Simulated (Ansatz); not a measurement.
# CH4AlNS: up Jacob's ladder to CCSD(T)

How much do the methods differ for CH4AlNS? The plan is to run it at one geometry with functionals of several rungs and with coupled cluster, and see how far each lands from CCSD(T) at the basis-set limit for the atomisation energy.

Program: Ansatz 0.2.0, Gaussian basis. Level of theory: functionals in def2-TZVPP, the program's frozen cores in correlated methods. These are calculated values, not measurements.

The runs, in order: LDA (SPW92), PBE-D4, revPBE-D4, BLYP-D4, r2SCAN-D4, B97M-V, PBE0-D4, B3LYP-D4, r2SCANh-D4, r2SCAN0-D4, HSE06-D4, BHLYP-D4, CAM-B3LYP-D4, LC-ωPBE, ωB97X-V, ωB97M-V, B2PLYP, PBE-QIDH; CCSD(T)/def2-SVP; CCSD(T)/def2-TZVPP; MP2/def2-QZVPP; extrapolation to the limit; RPA on PBE.

## 1. Structure used throughout

An earlier PBE0-D4 in a triple-zeta def2 set relaxation fixed the geometry.

SMILES `C1[NH][AlH][S]1`, 8 atoms, charge 0, spin multiplicity 1.

Atoms are counted from 1 here; the program's logs count them from 0.

Bond lengths: C1–N2 1.452 Å, C1–S4 1.854 Å, C1–H5 1.095 Å, C1–H6 1.095 Å, N2–Al3 1.765 Å, N2–H7 1.005 Å, Al3–S4 2.174 Å, Al3–H8 1.573 Å. Angles: N2–C1–S4 104.8°, N2–C1–H5 113.4°, N2–C1–H6 113.4°, S4–C1–H5 107.8°, S4–C1–H6 107.8°, H5–C1–H6 109.2°, C1–N2–Al3 98.1°, C1–N2–H7 116.9°, Al3–N2–H7 145.0°, N2–Al3–S4 83.1°, N2–Al3–H8 136.7°, S4–Al3–H8 140.2°, C1–S4–Al3 74.0°.

## 2. LDA

This LDA is Slater exchange with PW92 correlation.

Contents of in.yaml:

```yaml
crystal:
  periodic: [false, false, false]
  atoms:
    - {symbol: C, position_ang: [-0.383955, 0.821905, -0.401474]}
    - {symbol: N, position_ang: [0.729221, 0.248037, 0.333689]}
    - {symbol: Al, position_ang: [0.161955, -1.422750, 0.377389]}
    - {symbol: S, position_ang: [-1.523219, -0.603991, -0.724755]}
    - {symbol: H, position_ang: [-0.095074, 1.244771, -1.368836]}
    - {symbol: H, position_ang: [-0.941203, 1.572350, 0.168052]}
    - {symbol: H, position_ang: [1.466305, 0.874530, 0.606017]}
    - {symbol: H, position_ang: [0.678172, -2.791852, 0.954016]}
basis:
  gaussian: {orbitals: def2-TZVPP}
hamiltonian: {xc: lda}
output: {orbitals: {seedname: orbitals}}
```

Further steps of the session: PBE-D4 (GGA); revPBE-D4 (GGA); BLYP-D4 (GGA); r2SCAN-D4 (meta-GGA); B97M-V (meta-GGA); PBE0-D4 (hybrid); B3LYP-D4 (hybrid); r2SCANh-D4 (hybrid); r2SCAN0-D4 (hybrid); HSE06-D4 (hybrid); BHLYP-D4 (hybrid); CAM-B3LYP-D4 (range-separated); LC-ωPBE (range-separated); ωB97X-V (range-separated); ωB97M-V (range-separated); B2PLYP (double hybrid); PBE-QIDH (double hybrid); CCSD(T) in def2-SVP; CCSD(T) in def2-TZVPP; MP2 in def2-QZVPP; RPA on PBE orbitals.

Before running them: what should the planned runs give, taken together? Wanted: atomisation energy, CCSD(T)/CBS; farthest beyond LDA; mean size of error, GGA; mean size of error, meta-GGA; mean size of error, hybrid; mean size of error, range-separated; mean size of error, double hybrid; gap, smallest and largest; T1 diagnostic.

The runs gave:

| quantity | value |
| --- | --- |
| atomisation energy, CCSD(T)/CBS | 28.624 eV |
| functionals within 0.143 eV (0.5 %) | revPBE-D4, BLYP-D4, r2SCAN-D4, PBE0-D4, B3LYP-D4, r2SCANh-D4, HSE06-D4, CAM-B3LYP-D4, LC-ωPBE |
| farthest beyond LDA | BHLYP-D4 (-0.992 eV) |
| mean size of error, GGA | 0.281 eV |
| mean size of error, meta-GGA | 0.176 eV |
| mean size of error, hybrid | 0.304 eV |
| mean size of error, range-separated | 0.123 eV |
| mean size of error, double hybrid | 0.311 eV |
| gap, smallest and largest | 4.37 eV (BLYP-D4), 11.00 eV (LC-ωPBE) |
| T1 diagnostic | 0.0129 |
| triples share of the correlation energy | 4.4 % |

In words: The LDA atomisation energy is off by 4.380 eV (15 %): it overbinds. PBE-D4 misses by +0.639 eV. Double hybrids carry the basis error of their MP2 part in triple zeta, and no dispersion term here, so their miss is partly the set-up's. Taken by rung, range-separated functionals do best (0.123 eV on average) and double hybrid ones worst beyond LDA (0.311 eV). The gap between the best rungs is small, so their order is not settled. Misses under about 0.143 eV are within the doubt on the reference itself, which lacks core-valence correlation, relativity and higher excitations. Hartree-Fock recovers 69 % of the binding; the rest is correlation. CCSD(T) in def2-SVP is off by -2.094 eV, so the small basis spoils what the method gains. The gap grows from 4.4 to 11.0 eV across the functionals, mostly with the share of exact exchange.
